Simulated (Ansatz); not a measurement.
# CH₄ClFGeS: how energies converge with the basis set

How large a basis does CH₄ClFGeS need? Two functionals are run in growing sets.

The runs use Ansatz 0.2.0, Gaussian basis; one geometry, several basis sets.

Levels to be run: PBE0-D4/def2-SVP; ωB97M-V/def2-SVP; PBE0-D4/def2-QZVPP; ωB97M-V/def2-QZVPP; the functionals' def2-TZVPP values are taken from earlier runs.

**1. The relaxed structure**

All runs share one geometry, relaxed beforehand with PBE0-D4 in a triple-zeta def2 set.

9 atoms, charge 0, spin multiplicity 1.

Atoms are counted from 1 here; the program's logs count them from 0.

Bond lengths: C1–S2 1.818 Å, C1–H6 1.089 Å, C1–H7 1.090 Å, C1–H8 1.090 Å, S2–Ge3 2.184 Å, Ge3–F4 1.726 Å, Ge3–Cl5 2.143 Å, Ge3–H9 1.532 Å. Angles: S2–C1–H6 111.0°, S2–C1–H7 111.7°, S2–C1–H8 105.7°, H6–C1–H7 110.5°, H6–C1–H8 109.1°, H7–C1–H8 108.7°, C1–S2–Ge3 98.5°, S2–Ge3–F4 105.7°, S2–Ge3–Cl5 111.0°, S2–Ge3–H9 117.1°, F4–Ge3–Cl5 107.1°, F4–Ge3–H9 107.9°, Cl5–Ge3–H9 107.5°.

**2. PBE0-D4 in def2-SVP**

The input, in.yaml:

```yaml
crystal:
  periodic: [false, false, false]
  atoms:
    - {symbol: C, position_ang: [0.306079, 0.960691, 1.211038]}
    - {symbol: S, position_ang: [0.843793, -0.733997, 0.831750]}
    - {symbol: Ge, position_ang: [-0.088942, -0.935405, -1.133291]}
    - {symbol: F, position_ang: [0.118940, -2.588796, -1.582623]}
    - {symbol: Cl, position_ang: [-2.198047, -0.573852, -1.024302]}
    - {symbol: H, position_ang: [-0.780529, 1.028273, 1.238647]}
    - {symbol: H, position_ang: [0.714763, 1.681606, 0.503394]}
    - {symbol: H, position_ang: [0.701730, 1.181511, 2.201893]}
    - {symbol: H, position_ang: [0.470813, -0.066330, -2.263606]}
basis:
  gaussian: {orbitals: def2-SVP}
hamiltonian: {xc: pbe0, dispersion: d4}
output: {orbitals: {seedname: orbitals}}
```

Started as:

```bash
ansatz run in.yaml --threads 4 --pin off --events-out ev --progress --plain --max-ram 10444MiB
```

Further steps of the session: ωB97M-V in def2-SVP; PBE0-D4 in def2-QZVPP; ωB97M-V in def2-QZVPP.

Q: Predict the results of all the runs planned. Wanted: PBE0-D4: double and triple zeta above quadruple; ωB97M-V: double and triple zeta above quadruple.

**Answer**, as computed:

| quantity | value |
| --- | --- |
| PBE0-D4: double and triple zeta above quadruple | 22.11, 2.14 eV |
| ωB97M-V: double and triple zeta above quadruple | 22.08, 2.07 eV |

PBE0-D4 gains 19.98 eV from double to triple zeta, then 2.14 eV more. Total energies overstate the basis error of differences, where much of it tends to cancel. The LUMO of ωB97M-V is positive and keeps falling with the basis (1.52 to 0.85 eV): an unbound level that the basis holds in place.
